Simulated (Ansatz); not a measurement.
# Cl2H4NSn: the cost of one run

Method: UKS LDA/def2-SVP, in Ansatz 0.2.0.

## (1) Starting point

Bond lengths: Sn1–H2 1.990 Å, Sn1–H3 1.740 Å, Sn1–Cl4 2.408 Å, Sn1–Cl5 2.408 Å, N6–H7 1.060 Å, N6–H8 1.060 Å. Angles: H2–Sn1–H3 109.4°, H2–Sn1–Cl4 109.5°, H2–Sn1–Cl5 109.5°, H3–Sn1–Cl4 109.5°, H3–Sn1–Cl5 109.5°, Cl4–Sn1–Cl5 109.5°, H7–N6–H8 120.0°.

Structure file:

```xyz
8

Sn    0.0000    0.0000    0.0000
H     0.0000    0.0000    1.9900
H     1.6408    0.0000   -0.5794
Cl   -1.1351    1.9666   -0.8025
Cl   -1.1351   -1.9666   -0.8025
N     0.0000    0.0000    3.3500
H    -0.4960   -0.7725    3.8800
H     0.4960    0.7725    3.8800
```

## (2) A restrained relaxation towards end A

Springs on the bonds that form and break draw the guess towards this end; the thresholds are loose.

Input file input.yaml:

```yaml
crystal:
  periodic: [false, false, false]
  atoms:
    - { symbol: Sn, position_ang: [0.0, 0.0, 0.0] }
    - { symbol: H, position_ang: [0.0, 0.0, 1.99] }
    - { symbol: H, position_ang: [1.6408, 0.0, -0.5794] }
    - { symbol: Cl, position_ang: [-1.1351, 1.9666, -0.8025] }
    - { symbol: Cl, position_ang: [-1.1351, -1.9666, -0.8025] }
    - { symbol: "N", position_ang: [0.0, 0.0, 3.35] }
    - { symbol: H, position_ang: [-0.496, -0.7725, 3.88] }
    - { symbol: H, position_ang: [0.496, 0.7725, 3.88] }
magnetization:
  spin_polarized: true
  initial_magnetization: 1
basis:
  gaussian: { orbitals: def2-SVP }
hamiltonian:
  xc: lda
relax:
  f_tol: 0.15
  max_steps: 25
  restrain:
    - { distance: [1, 5], at: 2.26, k: 30.0 }
    - { distance: [0, 1], at: 1.74, k: 30.0 }
```

Command:

```bash
ansatz run input.yaml --threads 4 --pin off --max-ram 5120MiB --backend cpu --events-out ev --progress --plain --runs-dir out
```

Q: Estimate wall time and peak memory on 4 threads of INTEL XEON PLATINUM 8581C at 2.10GHz (Emerald Rapids), shared host.

About 6.1 s, with a peak of 0.23 GiB.
